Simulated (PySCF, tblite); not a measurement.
# C₃H₅BF₂Si: geometry, infrared bands and NMR shifts

What infrared bands and NMR shifts should C₃H₅BF₂Si (`FB(F)C#CC[SiH3]`) show?

Computed with tblite 0.8.0 and PySCF 2.14.0, with density-fitted response routines of our own, on a single molecule in the gas phase. Atoms are numbered from 0 throughout.

**1. Starting geometry**

12 atoms, charge 0, multiplicity 1; geometry from: force field or distance geometry start.

Bonds of the start (Å): F0–B1 1.45, B1–F2 1.45, B1–C3 1.55, C3–C4 1.22, C4–C5 1.46, C5–Si6 1.87, C5–H7 1.11, C5–H8 1.11, Si6–H9 1.49, Si6–H10 1.45, Si6–H11 1.47.

**2. Relaxing the molecule with GFN2-xTB**

What the job is given:

```
{"job": {"kind": "relax", "xc": "GFN2-xTB", "basis": "xTB"}, "charge": 0, "multiplicity": 1}
F      2.938300     1.545400     1.835400
B      2.973700     0.681300     0.667200
F      3.781800     1.165500    -0.438600
C      1.606700     0.054400     0.304400
C      0.538800    -0.464500     0.027100
C     -0.736300    -1.074900    -0.329600
Si    -2.094500     0.124700     0.114600
H     -0.844600    -2.029400     0.225400
H     -0.815900    -1.297800    -1.413300
H     -3.435500    -0.463300    -0.181300
H     -1.854100     1.349900    -0.628500
H     -2.057100     0.407900     1.555900
```

Run with:

```sh
$ OMP_NUM_THREADS=1 python probes_run.py task.json out
```

This one command runs all jobs of the session in turn.

**Question.** This job is followed by: GFN2-xTB harmonic vibrations, gas phase; GIAO PBE0/pcSseg-1 NMR shielding, non-relativistic, gas phase. What will the session give for the following? strongest single infrared mode (GFN2-xTB); zero-point energy (GFN2-xTB); ¹³C shifts against TMS (PBE0/pcSseg-1); ¹H shifts against TMS (PBE0/pcSseg-1, means over atoms taken as alike); ¹⁹F shifts against CFCl3 (PBE0/pcSseg-1, means over atoms taken as alike); ¹¹B shifts against BF3·OEt2 (PBE0/pcSseg-1); ²⁹Si shifts against TMS (PBE0/pcSseg-1).

The runs gave:

```
                                                                 quantity                  value
                                strongest single infrared mode (GFN2-xTB)  2305 cm⁻¹, 566 km/mol
                                             zero-point energy (GFN2-xTB)          43.5 kcal/mol
                                   ¹³C shifts against TMS (PBE0/pcSseg-1)   115.4, 80.0, 1.9 ppm
   ¹H shifts against TMS (PBE0/pcSseg-1, means over atoms taken as alike)         4.05, 1.97 ppm
¹⁹F shifts against CFCl3 (PBE0/pcSseg-1, means over atoms taken as alike)              -75.0 ppm
                              ¹¹B shifts against BF3·OEt2 (PBE0/pcSseg-1)               15.5 ppm
                                  ²⁹Si shifts against TMS (PBE0/pcSseg-1)              -66.8 ppm
```

**Reading.** Over 98 steps the energy fell by 1.028 eV; of the close pairs, F0–B1 changed most, 1.453 to 1.323 Å. All 30 modes are real, so the xTB geometry is a minimum. The strongest single mode, at 2305 cm⁻¹, moves mainly C4 and C3. Unscaled tight-binding wavenumbers are off by several per cent, some by more. Its intensities can rank the bands wrongly.
